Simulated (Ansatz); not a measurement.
Task: a ladder of methods at one geometry of C2H4FGeN, SMILES C#[C][GeH]([NH2])[F], with Ansatz 0.2.0, Python API. Give the script and its output. Level of theory (for the species named): CAM-B3LYP, def2-SVP basis, multiplicity 1. The script varies functional: cam_b3lyp, hse06, r2scan0, lc_wpbe, pbe0, hf.

| atom | x (Å) | y (Å) | z (Å) |
| --- | --- | --- | --- |
| C | 2.2924 | 0.1722 | -0.6041 |
| C | 1.2206 | 0.1327 | -0.0545 |
| Ge | -0.4643 | 0.0702 | 0.8081 |
| N | -1.8022 | -0.2153 | -0.4587 |
| F | -0.4749 | -1.2408 | 1.9761 |
| H | 3.2335 | 0.2070 | -1.0867 |
| H | -0.7210 | 1.4142 | 1.5361 |
| H | -1.7258 | 0.5582 | -1.1563 |
| H | -1.5583 | -1.0984 | -0.9601 |

`methods.py`:
```python
# -*- coding: utf-8 -*-
"""One geometry of C2H4FGeN, method by method."""

from pathlib import Path
import argparse

import ansatz as az
from ase import Atoms
import numpy as np

parser = argparse.ArgumentParser(description="One geometry of C2H4FGeN, method by method.")
parser.add_argument("--basis-set", required=True, help="Gaussian basis set")
args = parser.parse_args()


def main():
    atoms = Atoms(["C", "C", "Ge", "N", "F", "H", "H", "H", "H"], positions=[
        [2.2924, 0.1722, -0.6041],
        [1.2206, 0.1327, -0.0545],
        [-0.4643, 0.0702, 0.8081],
        [-1.8022, -0.2153, -0.4587],
        [-0.4749, -1.2408, 1.9761],
        [3.2335, 0.207, -1.0867],
        [-0.721, 1.4142, 1.5361],
        [-1.7258, 0.5582, -1.1563],
        [-1.5583, -1.0984, -0.9601],
    ])
    mol = az.Crystal.molecule_from_ase(atoms)

    setup = mol.calculation().basis(gaussian=args.basis_set)

    print("functional    E (Ha)        dipole (D)   HOMO (eV)  LUMO (eV)")
    for name in ["cam_b3lyp", "hse06", "r2scan0", "lc_wpbe", "pbe0", "hf"]:
        report = setup.functional(name).forces().orbitals().run(runs_dir="runs").report
        lines = Path(report["orbitals_path"]).read_text().splitlines()
        field_of = lambda key: [line.split("=")[1].strip() for line in lines if line.startswith(key)]
        orbitals = [(27.211386 * float(e), s, float(n)) for e, s, n in zip(field_of("Ene="), field_of("Spin="), field_of("Occup="))]
        homo = max(e for e, _, n in orbitals if n > 0.5)
        lumo = min(e for e, _, n in orbitals if n < 0.5)
        dipole = 4.803205 * np.linalg.norm(report["charge_distribution"]["dipole_moment_e_ang"])
        print(f"{name:10s} {report['free_energy_ev'] / 27.211386246:14.6f} {dipole:9.3f} {homo:11.3f} {lumo:10.3f}")


if __name__ == "__main__":
    main()
```

```console
$ python methods.py --basis-set def2-SVP
functional    E (Ha)        dipole (D)   HOMO (eV)  LUMO (eV)
cam_b3lyp    -2309.775917     3.160      -9.159      0.715
hse06        -2309.222919     3.160      -7.391     -0.841
r2scan0      -2309.571036     3.265      -8.051     -0.342
lc_wpbe      -2309.330420     3.189     -10.628      1.874
pbe0         -2309.233138     3.164      -7.795     -0.458
hf           -2306.857688     3.596     -11.233      3.202
```

Reading the output:
- Total energies depend on the basis set; only differences at equal settings carry meaning.
- The geometry is a force-field or estimated start, not a minimum of this method, and the basis set is short of its limit. A lower total doesn't mark the better method: functionals have no common bound, and MP2 and coupled cluster aren't variational.
- Levels such as HOMO and LUMO are orbital energies: with these approximate functionals they aren't the ionisation energy and electron affinity, and their gap isn't the fundamental gap.
- hse06 follows the composition of plane-wave codes, whose totals differ by tens of mHa, up to about 0.1 Ha, from the form usual in Gaussian-basis programs (wpbeh).
- Hardware and time: 28 s on 1 thread of Arm Neoverse V2 (shared host), peak memory 0.33 GiB.
